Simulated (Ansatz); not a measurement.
Li3Zn, space group Fm-3m, a displacement scan with seeded SCF runs

Computed with Ansatz 0.2.0 through its Python package.

Input file `li3zn.xyz`:
```text
4
Lattice="0.0 3.17186115 3.17186115 3.17186115 0.0 3.17186115 3.17186115 3.17186115 0.0" Properties=species:S:1:pos:R:3 pbc="T T T"
Li    1.58593057    1.58593057    1.58593057
Li    4.75779172    4.75779172    4.75779172
Li    3.17186115    3.17186115    3.17186115
Zn    0.00000000    0.00000000    0.00000000
```

At the Python prompt:
```pycon
>>> import ansatz
>>> import numpy as np
>>> crystal = ansatz.Crystal.from_extxyz("li3zn.xyz")
>>> crystal.resolved().sites[-1]
Site(symbol='Zn', position=(0.0, 0.0, 0.0), moment=None, axis=None, held=None, saved=None)
>>> start = np.array(crystal.resolved().sites[3].position)
>>> previous, rows = None, []
>>> for step in range(6):
...     target = start + step * 0.005 * np.eye(3)[2]
...     model = crystal.move(3, to=target).calculation()
...     model = model.occupations("cold", width=0.15)
...     model = model.functional("r2scan")
...     model = model.kpoints(spacing=0.34).forces()
...     session = model.session()
...     if previous is not None:
...         session.seed_next_step(previous)
...     previous = session.plan(retain="density").execute()
...     report = previous.report
...     shift = float(np.linalg.norm((target - start) @ np.array(report["lattice"]["cell_ang"])))
...     rows.append((step, shift, report["lagrangian_ev"], float(np.linalg.norm(report["forces_ev_ang"][3])), report["n_iterations"], report["n_symmetry_ops"]))
...
DeckWarning: basis.ecutwfc = 500 eV, auto-derived from the records' recommended cutoffs: set by Li (their level for a meta-GGA)
True
True
True
True
True
>>> rows = [(row[0], row[1], 1000 * (row[2] - rows[0][2]), *row[3:]) for row in rows]
>>> print("          step         moved A          dE meV  force on it eV/A      iterations  symmetry operations")
          step         moved A          dE meV  force on it eV/A      iterations  symmetry operations
>>> for row in rows:
...     print(f"{str(row[0]):>14s}  {row[1]:14.4f}  {row[2]:14.3f}  {row[3]:16.4f}  {row[4]:14d}  {row[5]:19d}")
...
             0          0.0000           0.000            0.0000               7                   48
             1          0.0224           0.509            0.0454              10                    4
             2          0.0449           2.041            0.0913              10                    4
             3          0.0673           4.608            0.1379              10                    4
             4          0.0897           8.233            0.1855              10                    4
             5          0.1121          12.940            0.2345              10                    4
```

Reading the output:
- The mesh is modest for a metal, so energies can be off by several to tens of meV an atom and pressures by half a GPa or more; differences at equal mesh fare better.
- The structure comes from a database of computed cells and needn't be a stable or known phase.
- Warnings are shown shortened and without file and line.
- The first step keeps the crystal's symmetry; the moved atom lowers it.
- Wall time of the script: 70 s on 1 thread of Arm Neoverse V1 (shared host), peak memory 0.64 GiB.

(Lines on the test bed's own set-up are left out of the output.)
